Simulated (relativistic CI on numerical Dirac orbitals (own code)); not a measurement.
**Xe⁶⁺: one ion under different settings**

How much do the settings matter for Xe⁶⁺? One ion, several inputs.

The numbers are computed with relativistic CI on numerical Dirac orbitals (own code) version 3 (Dirac-Coulomb-Breit CI, KLI orbitals optimised for each configuration, model QED (radiative potential, 1s self-energy scaled to tabulated hydrogen-like ionisation energies), numerical settings as typed), except any that are marked as measured or tabulated.

## 1. The system

```
ion            : Xe⁶⁺ (Xe VII)
nuclear charge : 54
electrons      : 48
isotope        : A = 132
```

## 2. An attempt

Settings, as recorded:

```ini
atom Xe  Z=54  charge=6  electrons=48
nucleus A=132  rms_radius_fm=4.7859
hamiltonian dirac-coulomb  breit=on  qed=on  c_scale=1
orbitals kli  potential=per-configuration
slater_scale 1
correlation none
mixing on
grid step=0.0125 r_max=28.7
scf mixing=0.4 start=green max_iterations=4 tolerance=2e-08 node_fill=0.05
configurations
  [Kr] 4d10 5s2
  [Kr] 4d10 5s 5p
  [Kr] 4d10 5p2
end
```

Started as:

```bash
$ python run_levels.py task.json out
```

task.json lists these runs, among others, and the program works through them in turn.

The program writes no log. Results of the run, from its result record (rounded, main fields):

```text
status: not_converged
warnings: ["SCF of 1s2 2s2 2p6 3s2 3p6 3d10 4s2 4p6 4d10 5s2 did not converge"]
scf_steps of the first configuration [iteration, E_Ha, residual, outer_eigenvalue_Ha]:
  - [1, -7394.91224, 3.37, -5.309]
  - [2, -7432.090036, 1.31, -4.054]
  - [3, -7438.578281, 0.147, -3.371]
  - [4, -7438.686492, 0.101, -3.379]
```

Wall time 0.014 s (1 thread, shared host).

Cause: the run ended without a result. The SCF ran into its iteration limit before the residual met the tolerance. The input had iteration limit 4. The cure is to restore the usual settings of the SCF.

## 3. With the usual settings

Changes to the settings of step 2:

```diff
@@ -8,3 +8,3 @@
 grid step=0.0125 r_max=28.7
-scf mixing=0.4 start=green max_iterations=4 tolerance=2e-08 node_fill=0.05
+scf mixing=0.4 start=green max_iterations=150 tolerance=2e-08 node_fill=0.05
 configurations
```

Result record:

```text
status: converged
levels [i, E_cm, J2, conf, term, w_term, w_jj]:
  - [0, 0, 0, "5s2", "1S", 0.974, 0.974]
  - [1, 90815.519, 0, "5s 5p", "3P*", 1, 1]
  - [2, 95568.888, 2, "5s 5p", "3P*", 0.9827, 0.7839]
  - [3, 108099.46, 4, "5s 5p", "3P*", 1, 1]
  - [4, 154366.66, 2, "5s 5p", "1P*", 0.9827, 0.7839]
  - [5, 222798.32, 0, "5p2", "3P", 0.9339, 0.8724]
  - [6, 232303.63, 2, "5p2", "3P", 1, 1]
  - [7, 238765.58, 4, "5p2", "3P", 0.7371, 0.836]
  - [8, 256613.04, 4, "5p2", "1D", 0.7371, 0.836]
  - [9, 284234.86, 0, "5p2", "1S", 0.9112, 0.8603]
total_energy [Ha]: -7429.1365462
n_levels_all: 10
overlap: 8.47052e-12
scf_iterations: [11, 11, 11]
orbital_energies [Ha]: {"1s": -1263.98, "2s": -199.199, "2p1/2": -187.266, "2p3/2": -175.368, "3s": -43.2023, "3p1/2": -38.2587, "3p3/2": -35.9897, "3d3/2": -27.3197, "3d5/2": -26.8409, "4s": -10.1523, "4p1/2": -8.40002, "4p3/2": -7.9511, "4d3/2": -5.10795, "4d5/2": -5.0343, "5s": -3.29829}
configurations [conf, odd, states, E_av_Ha, breit_Ha, qed_Ha]:
  - ["5s2", 0, 1, -7438.715568, 5.765, 3.847]
  - ["5s 5p", 1, 12, -7438.222576, 5.765, 3.845]
  - ["5p2", 0, 15, -7437.629608, 5.766, 3.843]
scf_steps of the first configuration [iteration, E_Ha, residual, outer_eigenvalue_Ha]:
  - [1, -7394.91224, 3.37, -5.309]
  - [2, -7432.090036, 1.31, -4.054]
  - [3, -7438.578281, 0.147, -3.371]
  - [4, -7438.686492, 0.101, -3.379]
  - [5, -7438.714879, 0.0247, -3.317]
  - [6, -7438.715333, 0.00242, -3.298]
  - [7, -7438.715439, 0.00126, -3.298]
  - [8, -7438.715571, 4.01e-05, -3.298]
  - [9, -7438.715569, 1.15e-05, -3.298]
  - [10, -7438.715568, 1.31e-07, -3.298]
  - [11, -7438.715568, 1.82e-09, -3.298]
```

It took 0.15 s on 1 thread, shared host.

## 4. Tolerance 1e-06

Changes to the settings of step 3:

```diff
@@ -8,3 +8,3 @@
 grid step=0.0125 r_max=28.7
-scf mixing=0.4 start=green max_iterations=150 tolerance=2e-08 node_fill=0.05
+scf mixing=0.4 start=green max_iterations=150 tolerance=1e-06 node_fill=0.05
 configurations
```

Result record:

```text
status: converged
levels [i, E_cm, J2, conf, term, w_term]:
  - [0, 0, 0, "5s2", "1S", 0.974]
  - [1, 90815.519, 0, "5s 5p", "3P*", 1]
  - [2, 95568.889, 2, "5s 5p", "3P*", 0.9827]
  - [3, 108099.46, 4, "5s 5p", "3P*", 1]
  - [4, 154366.66, 2, "5s 5p", "1P*", 0.9827]
  - [5, 222798.32, 0, "5p2", "3P", 0.9339]
  - [6, 232303.62, 2, "5p2", "3P", 1]
  - [7, 238765.58, 4, "5p2", "3P", 0.7371]
  - "... 2 more rows left out ..."
total_energy [Ha]: -7429.1365462
n_levels_all: 10
overlap: 8.46676e-12
scf_iterations: [10, 10, 11]
orbital_energies [Ha]: {"1s": -1263.98, "2s": -199.199, "2p1/2": -187.266, "2p3/2": -175.368, "3s": -43.2023, "3p1/2": -38.2587, "3p3/2": -35.9897, "3d3/2": -27.3197, "3d5/2": -26.8409, "4s": -10.1523, "4p1/2": -8.40002, "4p3/2": -7.9511, "4d3/2": -5.10795, "4d5/2": -5.0343, "5s": -3.29829}
configurations [conf, odd, states, E_av_Ha, breit_Ha, qed_Ha]:
  - ["5s2", 0, 1, -7438.715568, 5.765, 3.847]
  - ["5s 5p", 1, 12, -7438.222576, 5.765, 3.845]
  - ["5p2", 0, 15, -7437.629608, 5.766, 3.843]
scf_steps of the first configuration [iteration, E_Ha, residual, outer_eigenvalue_Ha]:
  - [1, -7394.91224, 3.37, -5.309]
  - [2, -7432.090036, 1.31, -4.054]
  - [3, -7438.578281, 0.147, -3.371]
  - [4, -7438.686492, 0.101, -3.379]
  - [5, -7438.714879, 0.0247, -3.317]
  - [6, -7438.715333, 0.00242, -3.298]
  - [7, -7438.715439, 0.00126, -3.298]
  - [8, -7438.715571, 4.01e-05, -3.298]
  - [9, -7438.715569, 1.15e-05, -3.298]
  - [10, -7438.715568, 1.31e-07, -3.298]
```

Run time: 0.14 s. Hardware: 1 thread, shared host.

## 5. Breit term off, grid step 0.04

Settings, as recorded:

```ini
atom Xe  Z=54  charge=6  electrons=48
nucleus A=132  rms_radius_fm=4.7859
hamiltonian dirac-coulomb  breit=off  qed=on  c_scale=1
orbitals kli  potential=per-configuration
slater_scale 1
correlation none
mixing on
grid step=0.04 r_max=28.7
scf mixing=0.4 start=green max_iterations=150 tolerance=2e-08 node_fill=0.05
configurations
  [Kr] 4d10 5s2
  [Kr] 4d10 5s 5p
  [Kr] 4d10 5p2
end
```

Result record:

```text
status: converged
levels [i, E_cm, J2, conf, term, w_term]:
  - [0, 0, 0, "5s2", "1S", 0.974]
  - [1, 90610.181, 0, "5s 5p", "3P*", 1]
  - [2, 95418.906, 2, "5s 5p", "3P*", 0.9822]
  - [3, 108140.53, 4, "5s 5p", "3P*", 1]
  - [4, 154354.41, 2, "5s 5p", "1P*", 0.9822]
  - [5, 222454.55, 0, "5p2", "3P", 0.9327]
  - [6, 232141.63, 2, "5p2", "3P", 1]
  - [7, 238646.5, 4, "5p2", "3P", 0.7327]
  - "... 2 more rows left out ..."
total_energy [Ha]: -7434.9012819
n_levels_all: 10
overlap: 2.99203e-08
scf_iterations: [11, 11, 11]
orbital_energies [Ha]: {"1s": -1263.98, "2s": -199.199, "2p1/2": -187.266, "2p3/2": -175.368, "3s": -43.2023, "3p1/2": -38.2587, "3p3/2": -35.9897, "3d3/2": -27.3197, "3d5/2": -26.8409, "4s": -10.1523, "4p1/2": -8.40002, "4p3/2": -7.9511, "4d3/2": -5.10795, "4d5/2": -5.0343, "5s": -3.29829}
configurations [conf, odd, states, E_av_Ha, breit_Ha, qed_Ha]:
  - ["5s2", 0, 1, -7438.715026, 0, 3.847]
  - ["5s 5p", 1, 12, -7438.222034, 0, 3.845]
  - ["5p2", 0, 15, -7437.629066, 0, 3.843]
scf_steps of the first configuration [iteration, E_Ha, residual, outer_eigenvalue_Ha]:
  - [1, -7394.911682, 3.37, -5.309]
  - [2, -7432.089471, 1.31, -4.054]
  - [3, -7438.577726, 0.147, -3.371]
  - [4, -7438.685943, 0.101, -3.379]
  - [5, -7438.714335, 0.0247, -3.317]
  - [6, -7438.71479, 0.00242, -3.298]
  - [7, -7438.714896, 0.00126, -3.298]
  - [8, -7438.715028, 4.01e-05, -3.298]
  - [9, -7438.715026, 1.15e-05, -3.298]
  - [10, -7438.715026, 1.31e-07, -3.298]
  - [11, -7438.715026, 1.82e-09, -3.298]
```

Wall time 0.049 s (1 thread, shared host).

## 6. Slater scale 1.2, nuclear radius 6.2217

Settings, as recorded:

```ini
atom Xe  Z=54  charge=6  electrons=48
nucleus A=132  rms_radius_fm=6.2217
hamiltonian dirac-coulomb  breit=on  qed=on  c_scale=1
orbitals kli  potential=per-configuration
slater_scale 1.2
correlation none
mixing on
grid step=0.0125 r_max=28.7
scf mixing=0.4 start=green max_iterations=150 tolerance=2e-08 node_fill=0.05
configurations
  [Kr] 4d10 5s2
  [Kr] 4d10 5s 5p
  [Kr] 4d10 5p2
end
```

Result record:

```text
status: converged
levels [i, E_cm, J2, conf, term, w_term]:
  - [0, 0, 0, "5s2", "1S", 0.9651]
  - [1, 90971.173, 0, "5s 5p", "3P*", 1]
  - [2, 95946.86, 2, "5s 5p", "3P*", 0.9874]
  - [3, 108460.34, 4, "5s 5p", "3P*", 1]
  - [4, 164710.33, 2, "5s 5p", "1P*", 0.9874]
  - [5, 224846.35, 0, "5p2", "3P", 0.9508]
  - [6, 233720.85, 2, "5p2", "3P", 1]
  - [7, 240852.05, 4, "5p2", "3P", 0.7912]
  - "... 2 more rows left out ..."
total_energy [Ha]: -7428.9895157
n_levels_all: 10
overlap: 8.46949e-12
scf_iterations: [11, 11, 11]
orbital_energies [Ha]: {"1s": -1263.91, "2s": -199.191, "2p1/2": -187.266, "2p3/2": -175.369, "3s": -43.2007, "3p1/2": -38.2588, "3p3/2": -35.9898, "3d3/2": -27.3198, "3d5/2": -26.841, "4s": -10.152, "4p1/2": -8.40005, "4p3/2": -7.95114, "4d3/2": -5.10798, "4d5/2": -5.03433, "5s": -3.29823}
configurations [conf, odd, states, E_av_Ha, breit_Ha, qed_Ha]:
  - ["5s2", 0, 1, -7438.552815, 5.765, 3.844]
  - ["5s 5p", 1, 12, -7438.059891, 5.765, 3.843]
  - ["5p2", 0, 15, -7437.466993, 5.765, 3.841]
scf_steps of the first configuration [iteration, E_Ha, residual, outer_eigenvalue_Ha]:
  - [1, -7394.750571, 3.37, -5.309]
  - [2, -7431.92745, 1.31, -4.054]
  - [3, -7438.415539, 0.147, -3.371]
  - [4, -7438.523741, 0.101, -3.379]
  - [5, -7438.552126, 0.0247, -3.317]
  - [6, -7438.552579, 0.00242, -3.298]
  - [7, -7438.552686, 0.00126, -3.298]
  - [8, -7438.552817, 4.01e-05, -3.298]
  - [9, -7438.552815, 1.15e-05, -3.298]
  - [10, -7438.552815, 1.31e-07, -3.298]
  - [11, -7438.552815, 1.82e-09, -3.298]
```

It took 0.16 s on 1 thread, shared host.

The changed nuclear radius is not that of the isotope named.

## 7. Start potential previous, Slater scale 0.6, tolerance 0.0001

Settings, as recorded:

```ini
atom Xe  Z=54  charge=6  electrons=48
nucleus A=132  rms_radius_fm=4.7859
hamiltonian dirac-coulomb  breit=on  qed=on  c_scale=1
orbitals kli  potential=per-configuration
slater_scale 0.6
correlation none
mixing on
grid step=0.0125 r_max=28.7
scf mixing=0.4 start=previous max_iterations=150 tolerance=0.0001 node_fill=0.05
configurations
  [Kr] 4d10 5s2
  [Kr] 4d10 5s 5p
  [Kr] 4d10 5p2
end
```

Result record:

```text
status: converged
levels [i, E_cm, J2, conf, term, w_term]:
  - [0, 0, 0, "5s2", "1S", 0.9893]
  - [1, 91737.545, 0, "5s 5p", "3P*", 1]
  - [2, 95810.797, 2, "5s 5p", "3P*", 0.9604]
  - [3, 108610.17, 4, "5s 5p", "3P*", 1]
  - [4, 135148.42, 2, "5s 5p", "1P*", 0.9604]
  - [5, 219333.36, 0, "5p2", "3P", 0.8741]
  - [6, 230672.65, 2, "5p2", "3P", 1]
  - [7, 235249.33, 4, "5p2", "3P", 0.5896]
  - "... 2 more rows left out ..."
total_energy [Ha]: -7429.1162483
n_levels_all: 10
overlap: 8.47533e-12
scf_iterations: [7, 5, 5]
orbital_energies [Ha]: {"1s": -1263.98, "2s": -199.2, "2p1/2": -187.266, "2p3/2": -175.369, "3s": -43.2024, "3p1/2": -38.2589, "3p3/2": -35.9898, "3d3/2": -27.3199, "3d5/2": -26.841, "4s": -10.1525, "4p1/2": -8.40023, "4p3/2": -7.95129, "4d3/2": -5.10811, "4d5/2": -5.03445, "5s": -3.29831}
configurations [conf, odd, states, E_av_Ha, breit_Ha, qed_Ha]:
  - ["5s2", 0, 1, -7438.715578, 5.765, 3.847]
  - ["5s 5p", 1, 12, -7438.222575, 5.765, 3.845]
  - ["5p2", 0, 15, -7437.629606, 5.766, 3.843]
scf_steps of the first configuration [iteration, E_Ha, residual, outer_eigenvalue_Ha]:
  - [1, -7413.959908, 2.23, -2.786]
  - [2, -7438.061823, 0.264, -3.37]
  - [3, -7438.653798, 0.0565, -3.391]
  - [4, -7438.712213, 0.0343, -3.333]
  - [5, -7438.715292, 0.0086, -3.307]
  - [6, -7438.715397, 0.00214, -3.297]
  - [7, -7438.715578, 9.86e-05, -3.298]
```

It took 0.12 s on 1 thread, shared host.

## 8. Nuclear radius 47.859

Settings, as recorded:

```ini
atom Xe  Z=54  charge=6  electrons=48
nucleus A=132  rms_radius_fm=47.8590
hamiltonian dirac-coulomb  breit=on  qed=on  c_scale=1
orbitals kli  potential=per-configuration
slater_scale 1
correlation none
mixing on
grid step=0.0125 r_max=28.7
scf mixing=0.4 start=green max_iterations=93 tolerance=2e-08 node_fill=0.05
configurations
  [Kr] 4d10 5s2
  [Kr] 4d10 5s 5p
  [Kr] 4d10 5p2
end
```

Result record:

```text
status: converged
levels [i, E_cm, J2, conf, term, w_term]:
  - [0, 0, 0, "5s2", "1S", 0.9734]
  - [1, 89433.442, 0, "5s 5p", "3P*", 1]
  - [2, 94175.335, 2, "5s 5p", "3P*", 0.9828]
  - [3, 106671.98, 4, "5s 5p", "3P*", 1]
  - [4, 152999.69, 2, "5s 5p", "1P*", 0.9828]
  - [5, 219931.46, 0, "5p2", "3P", 0.9343]
  - [6, 229403.37, 2, "5p2", "3P", 1]
  - [7, 235860.13, 4, "5p2", "3P", 0.7377]
  - "... 2 more rows left out ..."
total_energy [Ha]: -7412.9029579
n_levels_all: 10
overlap: 8.5294e-12
scf_iterations: [11, 11, 11]
orbital_energies [Ha]: {"1s": -1257.07, "2s": -198.385, "2p1/2": -187.291, "2p3/2": -175.414, "3s": -43.0422, "3p1/2": -38.2669, "3p3/2": -36.0025, "3d3/2": -27.3311, "3d5/2": -26.852, "4s": -10.1189, "4p1/2": -8.40276, "4p3/2": -7.95472, "4d3/2": -5.11073, "4d5/2": -5.03702, "5s": -3.29186}
configurations [conf, odd, states, E_av_Ha, breit_Ha, qed_Ha]:
  - ["5s2", 0, 1, -7422.205719, 5.72, 3.616]
  - ["5s 5p", 1, 12, -7421.719656, 5.72, 3.614]
  - ["5p2", 0, 15, -7421.133715, 5.721, 3.613]
scf_steps of the first configuration [iteration, E_Ha, residual, outer_eigenvalue_Ha]:
  - [1, -7378.51264, 3.37, -5.295]
  - [2, -7415.597214, 1.31, -4.045]
  - [3, -7422.069476, 0.146, -3.365]
  - [4, -7422.176813, 0.101, -3.372]
  - [5, -7422.205014, 0.0246, -3.311]
  - [6, -7422.205487, 0.00241, -3.291]
  - [7, -7422.205592, 0.00125, -3.291]
  - [8, -7422.205722, 4e-05, -3.292]
  - [9, -7422.20572, 1.14e-05, -3.292]
  - [10, -7422.205719, 1.21e-07, -3.292]
  - [11, -7422.205719, 1.78e-09, -3.292]
```

Run time: 0.16 s. Hardware: 1 thread, shared host.

A bad setting: its result is shown only for the comparison.

## 9. The runs side by side

| setting | total energy less usual (Ha) | largest shift of a level among the lowest eight of both runs, same label and place (cm⁻¹) | SCF iterations | time | lowest level | kind of change |
| --- | --- | --- | --- | --- | --- | --- |
| usual | 0 | 0 | 33 | 0.15 s | 5s2 1S0 | - |
| tolerance 1e-06 | 0 | 0 | 31 | 0.14 s | 5s2 1S0 | numerical |
| Breit term off, grid step 0.04 | -5.76 | 344 | 33 | 0.049 s | 5s2 1S0 | model term |
| Slater scale 1.2, nuclear radius 6.2217 | 0.147 | 10300 | 33 | 0.16 s | 5s2 1S0 | unphysical constant |
| start potential previous, Slater scale 0.6, tolerance 0.0001 | 0.0203 | 19200 | 17 | 0.12 s | 5s2 1S0 | model term |
| nuclear radius 47.859 | 16.2 | 2910 | 33 | 0.16 s | 5s2 1S0 | unsound |

## 10. What came out

| quantity | value |
| --- | --- |
| lowest level, usual settings | 5s2 1S0 |
| total energy | -7429.1365 Ha |
| first excitation | 90816 cm⁻¹ |
| runs without a result | 1 |

What this shows: Among the runs whose levels can be followed, they move most under «start potential previous, Slater scale 0.6, tolerance 0.0001» (model term), by up to 19200 cm⁻¹. No visible change in the result comes from «tolerance 1e-06». Only the listed configurations are in the model.
